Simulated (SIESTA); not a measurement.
BiTe:

```
CELL_PARAMETERS angstrom
0.00000 3.23500 3.23500
3.23500 0.00000 3.23500
3.23500 3.23500 0.00000
ATOMIC_POSITIONS crystal
Bi 0.00000 0.00000 0.00000
Te 0.50000 0.50000 0.50000
```

| Property | Result |
| --- | --- |
| Program | SIESTA 5.4.2 |
| Task | single point |
| Functional | PBEsol |
| Potentials or basis | PseudoDojo 0.4 standard (PBEsol files) |
| Basis | DZP (energy shift 0.003 Ry; two zetas on semicore shells) |
| Grid cutoff | 500 Ry |
| Energy shift | 0.003 Ry |
| k mesh | 7 × 7 × 7 |
| Occupations | fermi-dirac, width 0.05 eV |
| Spin | no spin polarisation |

On this cell: pressure -0.8 GPa; largest force zero by symmetry; band gap on the k mesh none (metal or under the smearing width).

The same run follows on a disturbed copy (atoms moved at random, drawn with an rms of 0.05 Å):

```
Bi Te
1.0
     0.00000    3.23500    3.23500
     3.23500    0.00000    3.23500
     3.23500    3.23500    0.00000
Bi Te
1 1
Cartesian
  0.0486 0.0219 -0.0837
  3.2170 3.2295 3.1974
```

**Question.** What does the disturbed cell give?

**Answer.** The energy (extrapolated to zero smearing) moves by +6.0 meV/atom; pressure -0.6 GPa; largest force 0.280 eV/Å; band gap on the k mesh none (metal or under the smearing width).

Forces in eV/Å, atoms in the order of the input:
```
Bi  -0.218 -0.088  0.152
Te   0.219  0.087 -0.152
```

Stress tensor (GPa, compression positive):
```
-0.55 -0.05  0.11
-0.05 -0.64  0.05
 0.11  0.05 -0.61
```

Caveats: spin-orbit coupling is left out, which moves the levels of the heavy elements; the basis of atomic orbitals isn't converged, which shifts pressures, moduli and gaps.
